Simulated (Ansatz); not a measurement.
# HfMoC2 (P4/mmm) in Ansatz: a series of runs

Aim: see how the results for HfMoC2 move with the level of theory and the settings. Levels: r2SCAN, r2SCAN+D3(BJ), r2SCAN+D3(BJ)-ATM, r2SCAN+D4, r2SCAN+rVV10. Tasks: relaxation of cell and atoms.

Everything below comes from runs of Ansatz 0.2.0. Logs are shortened: lines on timing, memory, paths and dates and some standing lists are left out, and cuts for length are marked.

## 1. Starting point

Symmetry: P4/mmm, No. 123, tetragonal system. Conventional cell: a = 3.191 Å, b = 3.191 Å, c = 4.485 Å, α = 90.00°, β = 90.00°, γ = 90.00°. Hf (site symmetry 4/mmm) is surrounded by 6 C at 2.24 to 2.26 Å. Mo (site symmetry 4/mmm) is surrounded by 6 C at 2.24 to 2.26 Å. Around C (site symmetry 4/mmm) lie 2 Mo at 2.24 Å and 4 Hf at 2.26 Å. C (site symmetry 4/mmm) is surrounded by 2 Hf at 2.24 Å and 4 Mo at 2.26 Å.

The cell comes from a database or a generator and needn't be the stable form of this composition.

## 2. Relaxation of cell and atoms, r2SCAN

File input.yaml:

```yaml
crystal:
  lattice:
    - [3.191423, 0.0, 0.0]
    - [0.0, 3.191423, 0.0]
    - [0.0, 0.0, 4.485164]
  atoms:
    - { symbol: Hf, position: [0.0, 0.0, 0.0] }
    - { symbol: Mo, position: [0.5, 0.5, 0.5] }
    - { symbol: C, position: [0.5, 0.5, 0.0] }
    - { symbol: C, position: [0.0, 0.0, 0.5] }
hamiltonian:
  xc: r2scan
  pseudopotentials: { kind: paw }
kpoints:
  mp_grid: { grid: [8, 8, 6] }
scf:
  occupations: { method: fermi_dirac, width: 0.05 }
output:
  forces: true
  stress: true
  eigenvalues: true
relax:
  f_tol: 0.01
  max_steps: 40
  cell: { stress_tol: 0.05 }
```

Potentials or basis: Ansatz PAW.

Launch:

```sh
> ansatz run input.yaml --threads 2 --pin off --max-ram 5632MiB --backend cpu --events-out ev --progress --plain --runs-dir out
```

Log:

```text
Warning: RAYON_NUM_THREADS=2 ignored (pool sized by the plan → 2); use --threads N
Engine: ansatz 0.2.0, x86_64-unknown-linux-gnu
Pseudopotentials: kind: paw
Pseudopotential: Hf, paw, valence charge 26, recommended cutoff 500 eV (meta_gga), Hf.paw.azcp
Pseudopotential: Mo, paw, valence charge 14, recommended cutoff 500 eV (meta_gga), Mo.paw.azcp
Pseudopotential: C, paw, valence charge 4, recommended cutoff 500 eV (meta_gga), C.paw.azcp
Functional definition: r2SCAN
  parameter k0 = 0.174
  parameter k1 = 0.065
  parameter a1 = 4.9479
  exchange = r2scan_x(k0 = k0, k1 = k1, a1 = a1)
  correlation = r2scan_c
Crystal: 4 atoms, lattice volume = 45.682 Å³
Basis set: ecut = 500 eV, 1149 PW (Γ), exchange–correlation on 96×96×144 points (64 copies of the dense FFT grid, shifted against one another)
Bands: 29, of which v1, the nominal top of the filled ones, is band 24 counted from 1 (23 counted from 0)
Symmetry: 16 space group operations
Space group: P4/mmm (ITA 123), of the structure as read, at distance tolerance 3.6e-5 Å
k-points: 60 of 384
Non-local potential: Hf, projectors of the file, l = 0: 3, l = 1: 2, l = 2: 2, l = 3: 3
Non-local potential: Mo, projectors of the file, l = 0: 3, l = 1: 2, l = 2: 2, l = 3: 1
Non-local potential: C, projectors of the file, l = 0: 2, l = 1: 2, l = 2: 1
PAW form: soft (Blöchl's): semilocal exchange-correlation on the pseudo side does not see the compensation charge
PAW frozen core: Hf, regenerated for the run's functional (the file was generated under x = pbe(κ = 0.804, μ = 0.2195149727645171), c = pbe(β = 0.06672455060314922))
PAW frozen core: Mo, regenerated for the run's functional (the file was generated under x = pbe(κ = 0.804, μ = 0.2195149727645171), c = pbe(β = 0.06672455060314922))
PAW frozen core: C, regenerated for the run's functional (the file was generated under x = pbe(κ = 0.804, μ = 0.2195149727645171), c = pbe(β = 0.06672455060314922))
PAW one-centre angular grid: Hf, 974 points (default); XC on 160 Gauss nodes
PAW one-centre angular grid: Mo, 590 points (default); XC on 160 Gauss nodes
PAW one-centre angular grid: C, 302 points (default); XC on 239 of its mesh's 2573 points in the sphere
Initial density: superposition of atomic densities (neutral atoms: chi_scale 0, normalization atom), corrected by the library's trained network
Initial wavefunctions: pseudopotential atomic-orbital guess
Functional: x = r2scan, c = r2scan; τ floored in thin density (d = 2e-4 eV/Å³)
SCF iter   1: F=—  HF=-21205.699393 eV  |F-HF|=—  |Δ(HF+E_count)|=         —  Δρ=1.58e-2  dr2=1.72e-1  dr2_τ=2.96e-1  ethr=1.77e-3  ⟨swp⟩=5.8  Hψ=6382  notcnv=0
preconditioner: auto → Kerker (q_TF=auto, 2.751 Å⁻¹)  [metal: Δε(μ)=0.062 eV  Ē_g=14.810 eV  σ=0.050 eV  W_gap=0.30  n_scr=14 (ndim 8)  ℏωp=33.9 eV  f_vac=0.000  D(μ)=1.87/eV (n_scr^D=14)]
SCF iter   2: F=—  HF=-21205.743992 eV  |F-HF|=—  |Δ(HF+E_count)|=   4.46e-2  Δρ=6.21e-3  dr2=1.29e-2  dr2_τ=6.81e-3  ethr=3.58e-4  ⟨swp⟩=2.0  Hψ=3475  notcnv=0
SCF iter   3: F=—  HF=-21205.743521 eV  |F-HF|=—  |Δ(HF+E_count)|=   4.71e-4  Δρ=4.18e-3  dr2=5.10e-3  dr2_τ=2.35e-4  ethr=2.68e-5  ⟨swp⟩=2.0  Hψ=2574  notcnv=0
SCF iter   4: F=—  HF=-21205.744733 eV  |F-HF|=—  |Δ(HF+E_count)|=   1.21e-3  Δρ=1.82e-3  dr2=1.20e-3  dr2_τ=1.14e-4  ethr=1.06e-5  ⟨swp⟩=2.7  Hψ=3219  notcnv=0
SCF iter   5: F=—  HF=-21205.745203 eV  |F-HF|=—  |Δ(HF+E_count)|=   4.69e-4  Δρ=4.52e-4  dr2=6.54e-5  dr2_τ=8.26e-6  ethr=2.50e-6  ⟨swp⟩=2.0  Hψ=2786  notcnv=0
SCF iter   6: F=—  HF=-21205.745315 eV  |F-HF|=—  |Δ(HF+E_count)|=   1.12e-4  Δρ=1.72e-4  dr2=8.84e-6  dr2_τ=4.73e-7  ethr=1.36e-7  ⟨swp⟩=2.0  Hψ=2684  notcnv=0
SCF iter   7: F=—  HF=-21205.745337 eV  |F-HF|=—  |Δ(HF+E_count)|=   2.19e-5  Δρ=3.44e-5  dr2=4.43e-7  dr2_τ=3.49e-8  ethr=1.84e-8  ⟨swp⟩=2.0  Hψ=3072  notcnv=0
SCF iter   8: F=-21205.745338 eV  HF=-21205.745338 eV  |F-HF|=2.47e-10  |Δ(HF+E_count)|=   8.23e-7  Δρ=9.81e-6  dr2=3.01e-8  dr2_τ=6.92e-9  ethr=2.08e-10  ⟨swp⟩=6.1  Hψ=7828  notcnv=0
SCF 1 converged in 8 iterations: F = -21205.745338 eV  dr2 = 3.01e-8
relax step   1: F+E_penalty+E_count = -21205.74533777 eV  Δ(F+E_penalty+E_count) = +0.000e0 eV  max|allowed force component| = 3.629e-29 eV/Å  Δτ_max = 0.0000 Å  P = -3.093 GPa  Ω = 45.682 Å³  (8 SCF iters, dr2 threshold 1.00e-7 eV, accepted)
Crystal: 4 atoms, lattice volume = 44.936 Å³
Basis set: ecut = 500 eV, 1133 PW (Γ), exchange–correlation on 96×96×144 points (64 copies of the dense FFT grid, shifted against one another)
Initial density: handed on by an earlier stage of this run
Initial wavefunctions: those handed on with the density
[... 29 lines left out ...]
SCF iter   4: F=—  HF=-21205.754394 eV  |F-HF|=—  |Δ(HF+E_count)|=   5.27e-8  Δρ=1.45e-5  dr2=9.47e-8  dr2_τ=1.40e-8  ethr=2.38e-10  ⟨swp⟩=3.0  Hψ=7820  notcnv=0
SCF iter   5: F=-21205.754394 eV  HF=-21205.754394 eV  |F-HF|=3.71e-9  |Δ(HF+E_count)|=   3.02e-8  Δρ=7.58e-6  dr2=1.81e-8  dr2_τ=1.64e-9  ethr=1.97e-10  ⟨swp⟩=4.0  Hψ=6143  notcnv=0
SCF 4 converged in 5 iterations: F = -21205.754394 eV  dr2 = 1.81e-8
relax step   4: F+E_penalty+E_count = -21205.75439378 eV  Δ(F+E_penalty+E_count) = -2.517e-5 eV  max|allowed force component| = 2.467e-28 eV/Å  Δτ_max = 0.0000 Å  P = -0.001 GPa  Ω = 45.190 Å³  energy of the carried Pulay correction = +1.462e-4 eV  (5 SCF iters, dr2 threshold 1.14e-7 eV, accepted)
Initial wavefunctions: pseudopotential atomic-orbital guess (no wavefunctions were taken with the density)
iter 1 solved again at ethr=3.62e-8 eV; its pass at ethr=3.10e-3 eV (dr2=1.74e-5 eV) is discarded
SCF iter   1: F=—  HF=-21205.754236 eV  |F-HF|=—  |Δ(HF+E_count)|=         —  Δρ=2.78e-5  dr2=5.57e-8  dr2_τ=3.17e-7  ethr=3.62e-8  ⟨swp⟩=4.0  Hψ=11516  notcnv=0
preconditioner: auto → Kerker (q_TF=auto, 2.756 Å⁻¹)  [metal: Δε(μ)=0.064 eV  Ē_g=14.609 eV  σ=0.050 eV  W_gap=0.29  n_scr=14 (ndim 8)  ℏωp=34.1 eV  f_vac=0.000  D(μ)=1.01/eV (n_scr^D=6)]
SCF iter   2: F=—  HF=-21205.754241 eV  |F-HF|=—  |Δ(HF+E_count)|=   4.81e-6  Δρ=1.53e-5  dr2=1.93e-8  dr2_τ=1.00e-8  ethr=1.16e-10  ⟨swp⟩=2.1  Hψ=3133  notcnv=0
SCF iter   3: F=—  HF=-21205.754241 eV  |F-HF|=—  |Δ(HF+E_count)|=   3.43e-8  Δρ=2.56e-6  dr2=2.58e-9  dr2_τ=3.32e-10  ethr=4.02e-11  ⟨swp⟩=2.0  Hψ=2993  notcnv=0
SCF iter   4: F=—  HF=-21205.754241 eV  |F-HF|=—  |Δ(HF+E_count)|=   1.03e-9  Δρ=1.30e-6  dr2=6.85e-10  dr2_τ=4.96e-11  ethr=5.38e-12  ⟨swp⟩=2.0  Hψ=3107  notcnv=0
SCF iter   5: F=—  HF=-21205.754241 eV  |F-HF|=—  |Δ(HF+E_count)|=  3.97e-10  Δρ=5.00e-7  dr2=1.04e-10  dr2_τ=2.23e-11  ethr=1.43e-12  ⟨swp⟩=2.0  Hψ=3057  notcnv=0
SCF iter   6: F=-21205.754241 eV  HF=-21205.754241 eV  |F-HF|=7.28e-12  |Δ(HF+E_count)|=  6.55e-11  Δρ=1.64e-7  dr2=8.99e-12  dr2_τ=2.24e-12  ethr=1.00e-12  ⟨swp⟩=4.3  Hψ=6360  notcnv=0
SCF 5 converged in 6 iterations: F = -21205.754241 eV  dr2 = 8.99e-12
relax step   5: F+E_penalty+E_count = -21205.75424077 eV  Δ(F+E_penalty+E_count) = +1.530e-4 eV  max|allowed force component| = 5.680e-29 eV/Å  Δτ_max = 0.0000 Å  P = -0.000 GPa  Ω = 45.190 Å³  stress off target by 3.40e-2 GPa  SCF on the basis re-selected at this cell (its energy is not comparable with the rows above)  (6 SCF iters)
basis re-selected at this cell: Δ(F+E_penalty+E_count) = +1.530e-4 eV, ΔP = +0.001 GPa vs the last step (what re-selecting the basis moved, of the pressure what is left beyond the Pulay correction that the steps carried, after the strain that the cell walked since its last selection, with what the two solves' SCF thresholds leave and, on support functions, any second-order correction that the steps lacked; it is no measure of the basis error at this ecutwfc). This SCF's stress stands 3.40e-2 GPa from its target on what of the cell is left free (relax.cell.stress_tol is 5.00e-2 GPa) and its largest allowed force component is 5.68e-29 eV/Å (relax.f_tol is 1.00e-2 eV/Å): within both
SCF converged after 6 iterations
Free energy (F): -21205.754241 eV
Harris-Foulkes:  -21205.754241 eV  (|F-HF|=7.28e-12)
Internal energy: -21205.744810 eV  (E = F + TS)
E sigma→0 (E₀):  -21205.749525 eV
Entropy (-TS):   -0.009431 eV (-2.358 meV/atom)
Fermi energy:    20.871592 eV
--- Per-component energies (eV) ---
  E_band       = 63.658253
  E_kinetic    = 1043.492587
  E_local      = -6102.098965  (includes V_loc(G=0)·N_el)
  E_nonlocal   = -1053.725827
  E_hartree    = 2779.238929
  E_xc         = -558.905678
  E_vxc        = -682.709346  (∫ρ·V_xc dr)
  E_paw        = -10370.957104  (= ΣΔE_a)
  E_vpaw       = 1262.352154  (= ΣTr[D̂ρ^β])
  E_aug_tail   = 0.000010  (compensation charges beyond the density's cutoff)
  E_vtau       = 37.869722  (kinetic-family band-sum trace: ∫τ·v_τ [+ j·A + Jᵃ·Aᵃ] dr)
  E_ewald      = -6942.839532
  E_core_change = 0.050771  (= ΣΔE_core)
  E_smearing   = -0.009431  (= −TS)
  E_closure    = -0.000000  (closes the sum)
  Σ components = -21205.754241   (vs F -21205.754241, Δ=0.00e0)
--- Forces (eV/Å), atoms counted from 1 ---
  atom   1  Hf     0.00000000    -0.00000000     0.00000000
  atom   2  Mo    -0.00000000     0.00000000     0.00000000
  atom   3  C      0.00000000     0.00000000     0.00000000
  atom   4  C     -0.00000000    -0.00000000     0.00000000
  max |Σ_I F_I| component: 7.57e-29 eV/Å
--- Stress (GPa, compression-positive) ---
        0.016320       0.000000       0.000000
        0.000000       0.016320       0.000000
        0.000000       0.000000      -0.033999
  P = ⅓ Tr σ = -0.0005 GPa (-0.005 kbar)
--- Band table (eV; the first three rows and the last of 60) ---
  k-point 0: bands = ["-43.2005", "-42.5138", "-16.5210", "-16.4410", "-16.4410", "-10.7524", "-10.4655", "-10.4655", "6.3992", "8.1221", "9.0526", "9.0588", "9.0588", "9.0827", "9.1132", "9.1149", "9.1149", "16.7448", "16.9026", "19.4066", "19.4066", "19.4549", "19.4549", "20.4090", "20.5799", "20.8741", "20.8741", "20.9170", "21.3558"]
  k-point 1: bands = ["-43.1998", "-42.5146", "-16.5199", "-16.4404", "-16.4404", "-10.7666", "-10.4663", "-10.4663", "6.6507", "8.1942", "9.0591", "9.0591", "9.0813", "9.0818", "9.1129", "9.1156", "9.1156", "16.3122", "16.8563", "18.7329", "18.9920", "18.9920", "19.3372", "19.3372", "20.3290", "20.4399", "21.5159", "21.5159", "23.3781"]
  k-point 2: bands = ["-43.1983", "-42.5162", "-16.5178", "-16.4392", "-16.4392", "-10.7948", "-10.4680", "-10.4680", "7.2945", "8.2527", "9.0595", "9.0595", "9.0802", "9.1124", "9.1171", "9.1171", "9.1487", "15.3782", "16.6859", "17.1260", "18.5635", "18.5635", "19.0488", "19.0488", "19.8014", "20.5040", "22.5638", "22.5638", "24.8817"]
  k-point 59: bands = ["-43.1584", "-42.4727", "-16.6597", "-16.6597", "-16.4671", "-10.8868", "-10.8868", "-10.7055", "8.5734", "9.0523", "9.0640", "9.0740", "9.0740", "9.1146", "9.1146", "9.1216", "9.4817", "15.7863", "16.2751", "16.2751", "16.3176", "16.3305", "16.3305", "22.0568", "22.0568", "22.3324", "24.2992", "24.2992", "24.4945"]
--- Relaxed structure (4 steps of the walk, 4 accepted, 1 SCFs on fresh bases) ---
  F+E_penalty+E_count = -21205.75424077 eV   max|allowed force component| = 5.680e-29 eV/Å   (the final SCF, on the basis selected at the relaxed cell)
  cell:  # Å, volume = 45.1905 Å³
    - [3.189604897081311, 0.0, 0.0]
    - [0.0, 3.189604897081311, 0.0]
    - [0.0, 0.0, 4.441946651199951]
  atoms:
    - { symbol: Hf, position: [4.15475362472333e-36, -1.1432939052430157e-35, 0.0] }
    - { symbol: Mo, position: [0.5000000000000001, 0.5000000000000001, 0.5] }
    - { symbol: C, position: [0.5000000000000001, 0.5000000000000001, 0.0] }
    - { symbol: C, position: [1.1683402923424116e-34, 3.182364478511487e-36, 0.5] }
```

Run time: 26 s. Hardware: 2 threads of AMD EPYC 7R43 (Zen 3), shared host; peak memory 0.54 GiB.

What came out:

| Property | Result |
| --- | --- |
| Free energy | -21205.7542 eV |
| Relaxed volume | 11.30 Å³/atom |
| Relaxed cell | a = 3.190 Å, b = 3.190 Å, c = 4.442 Å, α = 90.00°, β = 90.00°, γ = 90.00° |
| Space group after relaxing (to 0.05 Å) | P4/mmm (No. 123) |
| Energy gained by relaxing | 2.2 meV/atom |
| Ionic steps | 5 |
| Pressure after relaxing | 0.0 GPa |
| Band gap on the k mesh | none (metal or under the smearing width) |

The path:
| step | energy change (eV) | largest force (eV/Å) | volume (Å³) |
| --- | --- | --- | --- |
| 1 | 0.0000 | 0.0000 | 45.68 |
| 2 | -0.0078 | 0.0000 | 44.94 |
| 3 | -0.0090 | 0.0000 | 45.18 |
| 4 | -0.0091 | 0.0000 | 45.19 |
| 5 | -0.0089 | 0.0000 | 45.19 |

Final structure:
```cif
data_structure
_symmetry_space_group_name_H-M 'P 1'
_symmetry_Int_Tables_number 1
_cell_length_a 3.1896
_cell_length_b 3.1896
_cell_length_c 4.4419
_cell_angle_alpha 90.000
_cell_angle_beta 90.000
_cell_angle_gamma 90.000
_cell_volume 45.19
loop_
_atom_site_label
_atom_site_type_symbol
_atom_site_fract_x
_atom_site_fract_y
_atom_site_fract_z
_atom_site_occupancy
Hf1 Hf 0.00000 0.00000 0.00000 1
Mo1 Mo 0.50000 0.50000 0.50000 1
C1 C 0.50000 0.50000 0.00000 1
C2 C 0.00000 0.00000 0.50000 1
```

Levels at points of the mesh, in eV from the Fermi level:
```tsv
k point	band 22	band 23	band 24	band 25	band 26	band 27
(0.00, 0.00, 0.00)	-1.42	-1.42	-0.46	-0.29	0.00	0.00
(0.00, 0.00, -0.50)	-2.46	-1.96	-1.96	-1.36	-0.33	2.22
(0.00, -0.50, 0.00)	-4.05	-3.96	-0.48	1.02	2.28	3.41
(0.00, -0.50, -0.50)	-4.77	-4.61	1.07	1.14	1.84	4.77
(-0.50, -0.50, 0.00)	-1.40	-1.22	-1.22	-1.05	1.16	1.45
(-0.50, -0.50, -0.50)	-4.54	-4.54	1.19	1.19	1.46	3.43
```

Caveat: the plane-wave basis is chosen anew once the cell has moved, so the energies of steps on either side of that aren't comparable; the PAW data sets come from PBE, with cores solved anew for the run's functional, which leaves a small shift of forces and pressure.

## 3. Relaxation of cell and atoms, r2SCAN+D3(BJ)

input.yaml: that of step 2 with these lines changed.

```diff
@@ -13,2 +13,3 @@
   pseudopotentials: { kind: paw }
+  dispersion: d3bj
 kpoints:
```

Potentials or basis: Ansatz PAW.

Launch:

```sh
> ansatz run input.yaml --threads 2 --pin off --max-ram 5632MiB --backend cpu --events-out ev --progress --plain --runs-dir out
```

Run time: 26 s. Hardware: 2 threads of AMD EPYC 7R43 (Zen 3), shared host; peak memory 0.57 GiB.

It converged, with:

* Free energy: -21206.5394 eV
* Relaxed volume: 11.19 Å³/atom
* Relaxed cell: a = 3.179 Å, b = 3.179 Å, c = 4.428 Å, α = 90.00°, β = 90.00°, γ = 90.00°
* Space group after relaxing (to 0.05 Å): P4/mmm (No. 123)
* Energy gained by relaxing: 5.3 meV/atom
* Ionic steps: 5
* Pressure after relaxing: 0.0 GPa
* Band gap on the k mesh: none (metal or under the smearing width)

Step by step:
```tsv
step	energy change (eV)	largest force (eV/Å)	volume (Å³)
1	0.0000	0.0000	45.68
2	-0.0168	0.0000	44.27
3	-0.0215	0.0000	44.75
4	-0.0216	0.0000	44.75
5	-0.0213	0.0000	44.75
```

Final structure:
```
CELL_PARAMETERS angstrom
3.17927 0.00000 0.00000
0.00000 3.17927 0.00000
0.00000 0.00000 4.42774
ATOMIC_POSITIONS crystal
Hf 0.00000 0.00000 0.00000
Mo 0.50000 0.50000 0.50000
C 0.50000 0.50000 0.00000
C 0.00000 0.00000 0.50000
```

Levels at points of the mesh, in eV from the Fermi level:
```
              k point  band 21  band 22  band 23  band 24  band 25  band 26  band 27  band 28
   (0.00, 0.00, 0.00)    -1.48    -1.42    -1.42    -0.46    -0.31     0.00     0.00     0.04
  (0.00, 0.00, -0.50)    -2.47    -2.47    -1.98    -1.98    -1.40    -0.33     2.25     2.25
  (0.00, -0.50, 0.00)    -4.51    -4.09    -3.99    -0.48     1.05     2.32     3.45     3.47
 (0.00, -0.50, -0.50)    -5.59    -4.82    -4.66     1.10     1.16     1.88     4.82     5.61
 (-0.50, -0.50, 0.00)    -4.05    -1.40    -1.22    -1.22    -1.04     1.18     1.49     2.55
(-0.50, -0.50, -0.50)    -4.59    -4.57    -4.57     1.21     1.21     1.49     3.44     3.44
```

Caveat: the plane-wave basis is chosen anew once the cell has moved, so the energies of steps on either side of that aren't comparable; pairwise dispersion overbinds metals, which lowers pressure and volume; the PAW data sets come from PBE, with cores solved anew for the run's functional, which leaves a small shift of forces and pressure; the dispersion damping was fitted for another functional or another form of the correction. Spin-orbit coupling is left out, which matters for the levels of Hf.

## 4. Relaxation of cell and atoms, r2SCAN+D3(BJ)-ATM

input.yaml: that of step 3 with these lines changed.

```diff
@@ -13,3 +13,3 @@
   pseudopotentials: { kind: paw }
-  dispersion: d3bj
+  dispersion: d3bjatm
 kpoints:
```

Launch:

```sh
> ansatz run input.yaml --threads 2 --pin off --max-ram 5632MiB --backend cpu --events-out ev --progress --plain --runs-dir out
```

It took 31 s on 2 threads of AMD EPYC 7R43 (Zen 3), shared host; peak memory 0.57 GiB.

The run converged. Its results:

* Free energy: -21206.3829 eV
* Relaxed volume: 11.23 Å³/atom
* Relaxed cell: a = 3.183 Å, b = 3.183 Å, c = 4.433 Å, α = 90.00°, β = 90.00°, γ = 90.00°
* Space group after relaxing (to 0.05 Å): P4/mmm (No. 123)
* Energy gained by relaxing: 3.9 meV/atom
* Ionic steps: 6
* Pressure after relaxing: 0.0 GPa
* Band gap on the k mesh: none (metal or under the smearing width)

Step by step:
```tsv
step	energy change (eV)	largest force (eV/Å)	volume (Å³)
1	0.0000	0.0000	45.68
2	-0.0125	0.0000	44.53
3	-0.0156	0.0000	44.92
4	-0.0157	0.0000	44.93
5	-0.0157	0.0000	44.93
6	-0.0155	0.0000	44.93
```

Final structure:
```cif
data_structure
_symmetry_space_group_name_H-M 'P 1'
_symmetry_Int_Tables_number 1
_cell_length_a 3.1834
_cell_length_b 3.1834
_cell_length_c 4.4334
_cell_angle_alpha 90.000
_cell_angle_beta 90.000
_cell_angle_gamma 90.000
_cell_volume 44.93
loop_
_atom_site_label
_atom_site_type_symbol
_atom_site_fract_x
_atom_site_fract_y
_atom_site_fract_z
_atom_site_occupancy
Hf1 Hf 0.00000 0.00000 0.00000 1
Mo1 Mo 0.50000 0.50000 0.50000 1
C1 C 0.50000 0.50000 0.00000 1
C2 C 0.00000 0.00000 0.50000 1
```

Levels at points of the mesh, in eV from the Fermi level:
| k point | band 21 | band 22 | band 23 | band 24 | band 25 | band 26 | band 27 | band 28 |
| --- | --- | --- | --- | --- | --- | --- | --- | --- |
| (0.00, 0.00, 0.00) | -1.48 | -1.42 | -1.42 | -0.46 | -0.30 | 0.00 | 0.00 | 0.04 |
| (0.00, 0.00, -0.50) | -2.47 | -2.47 | -1.97 | -1.97 | -1.39 | -0.33 | 2.24 | 2.24 |
| (0.00, -0.50, 0.00) | -4.50 | -4.07 | -3.98 | -0.48 | 1.04 | 2.30 | 3.44 | 3.45 |
| (0.00, -0.50, -0.50) | -5.57 | -4.80 | -4.64 | 1.09 | 1.15 | 1.86 | 4.80 | 5.59 |
| (-0.50, -0.50, 0.00) | -4.02 | -1.40 | -1.22 | -1.22 | -1.05 | 1.17 | 1.47 | 2.53 |
| (-0.50, -0.50, -0.50) | -4.58 | -4.56 | -4.56 | 1.20 | 1.20 | 1.48 | 3.44 | 3.44 |

Caveat: the plane-wave basis is chosen anew once the cell has moved, so the energies of steps on either side of that aren't comparable; pairwise dispersion overbinds metals, which lowers pressure and volume; the PAW data sets come from PBE, with cores solved anew for the run's functional, which leaves a small shift of forces and pressure. Spin-orbit coupling is left out, which matters for the levels of Hf.

[end of part 1 of 3]
